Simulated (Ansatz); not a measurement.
**C₂H₃FOTe: basis-set convergence**

One table from this session's results is given with a row withheld; the runs are named, their logs left out.

Method: one geometry, several basis sets; program: Ansatz 0.2.0, Gaussian basis.

Plan: PBE0-D4/def2-SVP; ωB97M-V/def2-SVP; PBE0-D4/def2-QZVPP; ωB97M-V/def2-QZVPP; the functionals' def2-TZVPP values are taken from earlier runs.

## Structure used throughout

All runs share one geometry, relaxed beforehand with PBE0-D4 in a triple-zeta def2 set. Te takes the def2 core potential; no spin-orbit term is included.

SMILES `O=CC(F)[TeH]`, 8 atoms, charge 0, spin multiplicity 1.

Atoms are counted from 1 here; the program's logs count them from 0.

Bond lengths: O1–C2 1.197 Å, C2–C3 1.499 Å, C2–H6 1.110 Å, C3–F4 1.352 Å, C3–Te5 2.170 Å, C3–H7 1.096 Å, Te5–H8 1.657 Å. Angles: O1–C2–C3 124.1°, O1–C2–H6 122.8°, C3–C2–H6 113.1°, C2–C3–F4 112.7°, C2–C3–Te5 106.2°, C2–C3–H7 110.5°, F4–C3–Te5 113.0°, F4–C3–H7 110.2°, Te5–C3–H7 103.8°, C3–Te5–H8 91.9°.

The first run:

File in.yaml:

```yaml
crystal:
  periodic: [false, false, false]
  atoms:
    - {symbol: O, position_ang: [-1.147185, 0.777080, 1.334428]}
    - {symbol: C, position_ang: [-0.135350, 0.748397, 0.695891]}
    - {symbol: C, position_ang: [0.504492, -0.509580, 0.189851]}
    - {symbol: F, position_ang: [0.012202, -1.620628, 0.781945]}
    - {symbol: Te, position_ang: [0.230596, -0.503758, -1.962375]}
    - {symbol: H, position_ang: [0.416329, 1.665538, 0.402276]}
    - {symbol: H, position_ang: [1.592357, -0.464452, 0.314573]}
    - {symbol: H, position_ang: [-1.381442, -0.149697, -1.812287]}
basis:
  gaussian: {orbitals: def2-SVP}
hamiltonian: {xc: pbe0, dispersion: d4}
output: {orbitals: {seedname: orbitals}}
```

Among the steps run: PBE0-D4 in def2-SVP; ωB97M-V in def2-SVP; PBE0-D4 in def2-QZVPP; ωB97M-V in def2-QZVPP.

One table of the session follows, with a row left open; its other results are not shown here.

It belongs to the step «Density functionals: the series». 

```
functional       basis  HOMO (eV)  LUMO (eV)
   PBE0-D4    def2-SVP      -6.89      -1.65
   PBE0-D4  def2-TZVPP      -7.01      -1.81
   PBE0-D4  def2-QZVPP      -7.04      -1.86
   ωB97M-V    def2-SVP      -8.97       0.46
   ωB97M-V  def2-TZVPP          ?          ?
   ωB97M-V  def2-QZVPP      -9.16       0.09
```

Estimate the missing values for ωB97M-V, def2-TZVPP.

**Answer.** HOMO (eV): -9.12; LUMO (eV): 0.17. In the column «HOMO (eV)» it lies between ωB97M-V, def2-QZVPP (-9.16) and ωB97M-V, def2-SVP (-8.97).
